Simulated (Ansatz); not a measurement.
**C4H2F8: up Jacob's ladder to CCSD(T)**

One table from this session's results is given with a row withheld; the runs are named, their logs left out.

Computed with Ansatz 0.2.0, Gaussian basis. Level: functionals in def2-TZVPP, the program's frozen cores in correlated methods.

Plan: LDA (SPW92), PBE-D4, revPBE-D4, BLYP-D4, r2SCAN-D4, B97M-V, PBE0-D4, B3LYP-D4, r2SCANh-D4, r2SCAN0-D4, HSE06-D4, BHLYP-D4, CAM-B3LYP-D4, LC-ωPBE, ωB97X-V, ωB97M-V, B2PLYP, PBE-QIDH; CCSD(T)/def2-SVP; CCSD(T)/def2-TZVPP; MP2/def2-QZVPP; extrapolation to the limit; RPA on PBE.

### Structure used throughout

An earlier PBE0-D4 in a triple-zeta def2 set relaxation fixed the geometry.

14 atoms, charge 0, spin multiplicity 1.

Atoms are counted from 1 here; the program's logs count them from 0.

Bond lengths: F1–C2 1.366 Å, C2–C3 1.522 Å, C2–H13 1.093 Å, C2–H14 1.091 Å, C3–F4 1.364 Å, C3–C5 1.550 Å, C3–C9 1.547 Å, C5–F6 1.333 Å, C5–F7 1.323 Å, C5–F8 1.331 Å, C9–F10 1.321 Å, C9–F11 1.336 Å, C9–F12 1.332 Å. Angles: F1–C2–C3 110.6°, F1–C2–H13 109.1°, F1–C2–H14 108.9°, C3–C2–H13 110.0°, C3–C2–H14 108.2°, H13–C2–H14 110.0°, C2–C3–F4 110.0°, C2–C3–C5 112.0°, C2–C3–C9 109.0°, F4–C3–C5 107.2°, F4–C3–C9 106.8°, C5–C3–C9 111.7°, C3–C5–F6 110.2°, C3–C5–F7 110.2°, C3–C5–F8 111.6°, F6–C5–F7 108.7°, F6–C5–F8 108.1°, F7–C5–F8 107.9° and more.

The first run:

Contents of in.yaml:

```yaml
crystal:
  periodic: [false, false, false]
  atoms:
    - {symbol: F, position_ang: [-2.093639, 0.932619, 0.671568]}
    - {symbol: C, position_ang: [-1.394788, -0.206204, 0.385421]}
    - {symbol: C, position_ang: [0.101254, 0.071025, 0.373654]}
    - {symbol: F, position_ang: [0.538058, 0.325571, 1.640748]}
    - {symbol: C, position_ang: [0.455946, 1.308776, -0.490132]}
    - {symbol: F, position_ang: [-0.205715, 1.269036, -1.646363]}
    - {symbol: F, position_ang: [0.129157, 2.420197, 0.148289]}
    - {symbol: F, position_ang: [1.757834, 1.359742, -0.760393]}
    - {symbol: C, position_ang: [0.844264, -1.196755, -0.109516]}
    - {symbol: F, position_ang: [2.140094, -1.132941, 0.140716]}
    - {symbol: F, position_ang: [0.359212, -2.269132, 0.522800]}
    - {symbol: F, position_ang: [0.665064, -1.377133, -1.417257]}
    - {symbol: H, position_ang: [-1.711609, -0.584898, -0.589315]}
    - {symbol: H, position_ang: [-1.597932, -0.949201, 1.158681]}
basis:
  gaussian: {orbitals: def2-TZVPP}
hamiltonian: {xc: lda}
output: {orbitals: {seedname: orbitals}}
```

On the command line:

```sh
ansatz run in.yaml --threads 4 --pin off --events-out ev --progress --plain --max-ram 46080MiB --backend cuda --devices 0, --max-vram 37GiB
```

Among the steps run: LDA; PBE-D4 (GGA); revPBE-D4 (GGA); BLYP-D4 (GGA); r2SCAN-D4 (meta-GGA); B97M-V (meta-GGA); PBE0-D4 (hybrid); B3LYP-D4 (hybrid); r2SCANh-D4 (hybrid); r2SCAN0-D4 (hybrid); HSE06-D4 (hybrid); BHLYP-D4 (hybrid); CAM-B3LYP-D4 (range-separated); LC-ωPBE (range-separated); ωB97X-V (range-separated); ωB97M-V (range-separated); B2PLYP (double hybrid); PBE-QIDH (double hybrid).

One table of the session follows, with a row left open; its other results are not shown here.

It belongs to the step «Frontier levels by functional». 

```
  functional  HOMO (eV)  LUMO (eV)  gap (eV)
 LDA (SPW92)      -8.85      -0.80      8.06
      PBE-D4      -8.62      -0.41      8.20
   revPBE-D4      -8.52      -0.26      8.26
     BLYP-D4      -8.60      -0.31      8.29
   r2SCAN-D4      -9.06      -0.07      9.00
      B97M-V      -9.24       0.01      9.25
     PBE0-D4     -10.48       0.75     11.24
    B3LYP-D4     -10.27       0.44     10.70
  r2SCANh-D4          ?          ?         ?
  r2SCAN0-D4     -10.78       0.97     11.75
    HSE06-D4     -10.07       0.37     10.44
    BHLYP-D4     -12.33       1.78     14.12
CAM-B3LYP-D4     -12.06       1.81     13.87
     LC-ωPBE     -13.29       3.16     16.45
     ωB97X-V     -12.97       3.03     16.00
     ωB97M-V     -12.89       2.69     15.58
```

Q: Estimate the row for r2SCANh-D4 from the others.

Worked estimate for «HOMO (eV)». Against the share of exact exchange, r2SCAN-D4 (0, -9.06), r2SCAN0-D4 (0.25, -10.78) give a slope of -6.88 per unit share; at 0.1 the line stands at -9.75.

As computed: HOMO (eV): -9.75; LUMO (eV): 0.35; gap (eV): 10.10. In «HOMO (eV)» the line misses by 0.00.
